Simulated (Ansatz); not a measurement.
# GaH6NSi: the cost of one run

Program: Ansatz 0.2.0, Gaussian basis. Level of theory: PBE0-D4, def2-SVP first, then def2-TZVP. These are calculated values, not measurements.

76 further runs of the same task are left out: 76 set aside as unsound or not needed.

**1. The system as given**

The guess: 9 atoms, charge 0, spin multiplicity 1.

Atoms are counted from 1 here; the program's logs count them from 0.

Bond lengths: Ga1–Si2 2.735 Å, Ga1–N3 1.773 Å, Ga1–H5 1.647 Å, Si2–H6 1.475 Å, Si2–H7 1.485 Å, Si2–H8 1.474 Å, N3–H9 1.020 Å. Angles: Si2–Ga1–N3 84.1°, Si2–Ga1–H5 117.1°, N3–Ga1–H5 158.7°, Ga1–Si2–H6 115.6°, Ga1–Si2–H7 86.5°, Ga1–Si2–H8 132.5°, H6–Si2–H7 103.9°, H6–Si2–H8 107.1°, H7–Si2–H8 103.0°, Ga1–N3–H9 139.2°.

Geometry (Å):

```xyz
9
charge 0, multiplicity 1
Ga   -1.3030   -0.1892   -0.7230
Si    1.0113    0.7810    0.3654
N    -0.8076   -1.7115    0.0381
H     0.3033   -0.7992    0.4282
H    -2.2336    0.8686   -1.5751
H     2.2099    0.6765   -0.4874
H     0.4780    2.1342    0.0663
H     1.4804    0.9109    1.7565
H    -1.1386   -2.6714    0.1310
```

Distances that are to change: Si2–H4 1.73 Å, Ga1–Si2 2.74 Å, N3–H4 1.49 Å.

**2. Constrained relaxation of the guess**

Contents of hold/in.yaml:

```yaml
crystal:
  periodic: [false, false, false]
  atoms:
    - {symbol: Ga, position_ang: [-1.303000, -0.189200, -0.723000]}
    - {symbol: Si, position_ang: [1.011300, 0.781000, 0.365400]}
    - {symbol: N, position_ang: [-0.807600, -1.711500, 0.038100]}
    - {symbol: H, position_ang: [0.303300, -0.799200, 0.428200]}
    - {symbol: H, position_ang: [-2.233600, 0.868600, -1.575100]}
    - {symbol: H, position_ang: [2.209900, 0.676500, -0.487400]}
    - {symbol: H, position_ang: [0.478000, 2.134200, 0.066300]}
    - {symbol: H, position_ang: [1.480400, 0.910900, 1.756500]}
    - {symbol: H, position_ang: [-1.138600, -2.671400, 0.131000]}
basis:
  gaussian: {orbitals: def2-SVP}
hamiltonian: {xc: pbe0, dispersion: d4}
relax: {f_tol: 0.04, max_steps: 150, escape_saddle: false, constraints: [{distance: [1, 3]}, {distance: [0, 1]}, {distance: [2, 3]}]}
```

The run is started by

```sh
$ ansatz run in.yaml --threads 4 --pin off --events-out ev --progress --plain --max-ram 9574MiB
```

**Question.** How long does this run take on 4 threads of Intel Xeon at 2.50GHz, shared host?

About 34 s.
